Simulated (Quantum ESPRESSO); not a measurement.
# Al2Cl: phonons at points of the zone under several settings

```xyz
3
Lattice="0.0000 3.1587 3.1587 3.1587 0.0000 3.1587 3.1587 3.1587 0.0000" Properties=species:S:1:pos:R:3 pbc="T T T"
Al    1.5793    1.5793    1.5793
Al    4.7380    4.7380    4.7380
Cl    0.0000    0.0000    0.0000
```

The cell was built by a generator and needn't be a form met in nature.

All runs used Quantum ESPRESSO 7.5; potentials GBRV 1.5 LDA; k mesh 4 × 4 × 4, shifted; relaxed cell; no spin polarisation; cutoff 612 eV; occupations fermi-dirac, width 0.05 eV.

```csv
level,point,frequencies (cm⁻¹)
LDA,"Γ (0.000, 0.000, 0.000)",?
LDA,"L (0.500, 0.500, 0.500)",166i 142i 125i 125i 94i 94i 17 17 71
LDA,"K (0.375, 0.375, 0.750)",175i 155i 140i 132i 80i 76i 37i 30 56
```

Question: What stands in the row left open?

Answer: Frequencies 147i 147i 147i 87i 87i 87i 0 0 0 cm⁻¹.

Values marked i are imaginary: the cell is unstable against those modes at that level, or the meshes are too thin.

Caveats: all runs use coarse meshes; the mesh is thin for the phonons of a metal; some modes are imaginary; an odd number of electrons without spin polarisation forces a metal; a magnetic or distorted state may lie lower; the q point doesn't lie on the k mesh, which can shift a metal's frequencies strongly unless the mesh is converged (some runs).

For the row left open. Caveat: the k mesh is coarse (spacing up to 0.43 Å⁻¹), so the values aren't converged; the mesh is thin for the phonons of a metal; some modes are imaginary; an odd number of electrons without spin polarisation forces a metal; a magnetic or distorted state may lie lower.
